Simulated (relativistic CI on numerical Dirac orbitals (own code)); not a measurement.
# Nb²⁺: 4d valence photoemission multiplets

Aim: the 4d valence photoemission spectrum of Nb²⁺ in 3 surroundings, from the same atomic integrals.

Method: Dirac-Coulomb-Breit CI, KLI orbitals optimised for each configuration, model QED (radiative potential, 1s self-energy scaled to tabulated hydrogen-like ionisation energies), valence Slater integrals scaled by 0.7, multiplet model of photoemission in the sudden approximation in a parametric crystal field. Code: relativistic CI on numerical Dirac orbitals (own code) version 1.

### 1 What is computed

```
ion            : Nb²⁺ (Nb III)
nuclear charge : 41
electrons      : 39
configurations : [Kr] 4d3 → [Kr] 4d2
temperature    : 300 K
widths         : Lorentz 0.42 eV, Gauss 0.5 eV
surrounding 1  : Td, 10Dq = -10600 cm⁻¹
surrounding 2  : Oh, 10Dq = 35750 cm⁻¹
surrounding 3  : Td, 10Dq = -5800 cm⁻¹
```

### 2 Surrounding 1: Td, 10Dq = -10600

The run's settings:

```ini
atom Nb  Z=41  charge=2  electrons=39
nucleus A=93  rms_radius_fm=4.3240
hamiltonian dirac-coulomb  breit=on  qed=on  c_scale=1
orbitals kli  potential=per-configuration
slater_scale 0.7
correlation none
mixing on
configurations
  [Kr] 4d3
  [Kr] 4d2
end
photoemission 4d valence T=300 lorentz=0.42 gauss=0.5
crystal_field Td 10Dq=-10600
```

### 3 Surrounding 2: Oh, 10Dq = 35750

Settings: those of step 2 with these lines changed.

```diff
@@ -12,2 +12,2 @@
 photoemission 4d valence T=300 lorentz=0.42 gauss=0.5
-crystal_field Td 10Dq=-10600
+crystal_field Oh 10Dq=35750
```

### 4 Surrounding 3: Td, 10Dq = -5800

Settings: those of step 3 with these lines changed.

```diff
@@ -12,2 +12,2 @@
 photoemission 4d valence T=300 lorentz=0.42 gauss=0.5
-crystal_field Oh 10Dq=35750
+crystal_field Td 10Dq=-5800
```

(Steps that only read results are left out.)

What does the calculation give? Wanted: highest peak, first run; ground spin.

**Answer**, as computed:

| surrounding | ground S | centroid (eV) | spread (eV) | up to four highest peaks (% of the highest), eV |
| --- | --- | --- | --- | --- |
| 1: Td | 0.80 | 24.24 | 0.76 | 23.5 (100), 24.5 (78) |
| 2: Oh | 1.50 | 25.93 | 0.40 | 25.9 (100) |
| 3: Td | 1.49 | 24.32 | 0.58 | 23.7 (80), 24.4 (100) |

| quantity | value |
| --- | --- |
| highest peak, first run | 23.5 eV |
| ground spin (effective S from ⟨S²⟩) | 0.80 to 1.50 |

The ground spin changes between the runs (1.50 to 0.80), and the line shape with it. The position of the maximum differs by up to 2.4 eV between the surroundings, by shifts of peaks or by peaks exchanging rank. Energies are those of the free ion without screening by ligands; binding energies in solids differ by tens of eV.
